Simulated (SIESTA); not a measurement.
Crystal: Cd4Te3Se.

```
Te Cd Se
1.0
     4.57194    0.00000    0.00000
     0.00000    9.15408    0.00000
     0.00000    0.00000    6.43104
Te Cd Se
3 4 1
Direct
  0.00000 0.24332 0.24978
  0.50000 0.50000 0.74712
  0.00000 0.75668 0.24978
  0.50000 0.23750 0.50901
  0.00000 0.50000 0.00598
  0.50000 0.76250 0.50901
  0.00000 0.00000 0.97769
  0.50000 0.00000 0.75165
```

The cell comes from a database or a generator and needn't be the stable form of this composition.

```yaml
Program: SIESTA 5.4.2
Task: single point
Functional: PBEsol
Potentials_or_basis: PseudoDojo 0.4 standard (PBEsol files)
Basis: DZP (energy shift 0.003 Ry; two zetas on semicore shells)
Grid_cutoff: 800 Ry
Energy_shift: 0.003 Ry
k_mesh: 6 × 3 × 4
Occupations: fermi-dirac, width 0.05 eV
Spin: no spin polarisation
```

On this cell: pressure -1.5 GPa; largest force 0.072 eV/Å; band gap on the k mesh 0.60 eV, direct.

The same run follows on a disturbed copy (atoms moved at random, drawn with an rms of 0.05 Å):

```
CELL_PARAMETERS angstrom
4.57194 0.00000 0.00000
0.00000 9.15408 0.00000
0.00000 0.00000 6.43104
ATOMIC_POSITIONS crystal
Te 0.00415 0.24019 0.25673
Te 0.51569 0.50056 0.74729
Te 0.99052 0.75806 0.25041
Cd 0.50928 0.23444 0.50848
Cd 0.99542 0.50274 0.00013
Cd 0.51018 0.75833 0.51123
Cd 0.99403 0.99748 0.97761
Se 0.50659 0.00210 0.74874
```

Q: What changes?

A: The energy moves by +11.0 meV/atom; pressure -1.3 GPa; largest force 0.645 eV/Å; band gap on the k mesh 0.64 eV, direct.

Forces on the atoms (eV/Å):
```
Te   0.148  0.242 -0.389
Te  -0.563 -0.194 -0.094
Te   0.489 -0.159 -0.014
Cd  -0.113  0.225 -0.040
Cd   0.469 -0.174  0.408
Cd  -0.383  0.177 -0.066
Cd   0.201  0.158  0.021
Se  -0.248 -0.275  0.174
```

Stress tensor (GPa, compression positive):
```
-1.11  0.03  0.12
 0.03 -1.60 -0.29
 0.12 -0.29 -1.26
```

Caveats: spin-orbit coupling is left out, which moves the levels of the heavy elements; the basis of atomic orbitals isn't converged, which shifts pressures, moduli and gaps.

